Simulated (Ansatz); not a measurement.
# ClH4NOZn: the cost of one run

Computed with Ansatz 0.2.0, Gaussian basis. Level: PBE0-D4, def2-SVP first, then def2-TZVP.

152 further runs of the same task are left out: 152 set aside as unsound or not needed. Runs told in other sessions of the task aren't counted.

## Step 1: The starting structure

The guess: 8 atoms, charge 0, spin multiplicity 1.

Atoms are counted from 1 here; the program's logs count them from 0.

Bond lengths: Zn1–O2 2.002 Å, Zn1–Cl3 2.097 Å, Zn1–H4 1.983 Å, Zn1–N5 1.962 Å, O2–H4 1.193 Å, O2–H6 0.958 Å, N5–H7 1.009 Å, N5–H8 1.010 Å. Angles: O2–Zn1–Cl3 124.0°, O2–Zn1–H4 34.8°, O2–Zn1–N5 74.9°, Cl3–Zn1–H4 156.0°, Cl3–Zn1–N5 155.7°, H4–Zn1–N5 40.1°, Zn1–O2–H4 71.7°, Zn1–O2–H6 142.3°, H4–O2–H6 112.6°, Zn1–H4–O2 73.5°, Zn1–N5–H7 124.4°, Zn1–N5–H8 122.5°, H7–N5–H8 107.6°.

As a file:

```
Zn   -0.8286   -0.4059   -0.6592
O     1.1472   -0.6648   -0.4681
Cl   -2.0894   -1.7204   -1.6989
H     0.7945    0.1357    0.3428
N    -0.3000    0.7702    0.8200
H     1.9843   -0.4340   -0.8721
H    -0.2185    1.7735    0.7495
H    -0.4895    0.5457    1.7861
```

Distances that are to change: Zn1–N5 1.96 Å, O2–H4 1.19 Å, Zn1–O2 2.00 Å, H4–N5 1.35 Å.

## Step 2: Constrained relaxation of the guess

File hold/in.yaml:

```yaml
crystal:
  periodic: [false, false, false]
  atoms:
    - {symbol: Zn, position_ang: [-0.828600, -0.405900, -0.659200]}
    - {symbol: O, position_ang: [1.147200, -0.664800, -0.468100]}
    - {symbol: Cl, position_ang: [-2.089400, -1.720400, -1.698900]}
    - {symbol: H, position_ang: [0.794500, 0.135700, 0.342800]}
    - {symbol: N, position_ang: [-0.300000, 0.770200, 0.820000]}
    - {symbol: H, position_ang: [1.984300, -0.434000, -0.872100]}
    - {symbol: H, position_ang: [-0.218500, 1.773500, 0.749500]}
    - {symbol: H, position_ang: [-0.489500, 0.545700, 1.786100]}
basis:
  gaussian: {orbitals: def2-SVP}
hamiltonian: {xc: pbe0, dispersion: d4}
relax: {f_tol: 0.04, max_steps: 150, escape_saddle: false, constraints: [{distance: [0, 4]}, {distance: [1, 3]}, {distance: [0, 1]}, {distance: [3, 4]}]}
```

The run is started by

```
> ansatz run in.yaml --threads 8 --pin off --events-out ev --progress --plain --max-ram 19148MiB
```

**Question.** How long does this run take on 8 threads of Arm Neoverse V2, shared host?

About 5.5 s.
